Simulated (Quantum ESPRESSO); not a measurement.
Input of a Quantum ESPRESSO 7.5 run:

The input pw.in:

```
&CONTROL
  calculation = 'scf'
  prefix = 'pwscf'
  outdir = './tmp'
  pseudo_dir = './pseudo'
  tprnfor = .true.
  disk_io = 'nowf'
/
&SYSTEM
  ibrav = 0
  nat = 4
  ntyp = 3
  ecutwfc = 70
  nbnd = 21
  occupations = 'smearing'
  smearing = 'fd'
  degauss = 0.00367493
/
&ELECTRONS
  conv_thr = 8d-10
  electron_maxstep = 120
  mixing_beta = 0.5
/
ATOMIC_SPECIES
S     32.0600 S_ONCV_PBE-1.2.upf
Zn    65.3800 Zn_ONCV_PBE-1.2.upf
H      1.0080 H_ONCV_PBE-1.2.upf
CELL_PARAMETERS angstrom
  11.0000000000    0.0000000000    0.0000000000
   0.0000000000   13.0000000000    0.0000000000
   0.0000000000    0.0000000000   11.0000000000
ATOMIC_POSITIONS crystal
S      0.4695580000    0.3661880000    0.5252810000
Zn     0.4442160000    0.5247780000    0.4613410000
H      0.5711690000    0.3902970000    0.5928070000
H      0.4315640000    0.6338890000    0.4128830000
K_POINTS gamma
```

Potentials or basis: SG15 PBE 1.2.

Command:

```sh
$ OMP_NUM_THREADS=1 pw.x -in pw.in > pw.out
```

Question: What does it give for the largest force?

Answer: 0.540 eV/Å.

Question: Predict the gap between the frontier levels.

Answer: 4.55 eV.

Forces in eV/Å, atoms in the order of the input:
```
S    0.306  0.414  0.163
Zn   0.180 -0.296  0.100
H   -0.430 -0.059 -0.298
H   -0.056 -0.058  0.035
```

Caveat: this is a molecule in a periodic box, so the gap is that between its Kohn-Sham HOMO and LUMO and the box isn't a crystal.
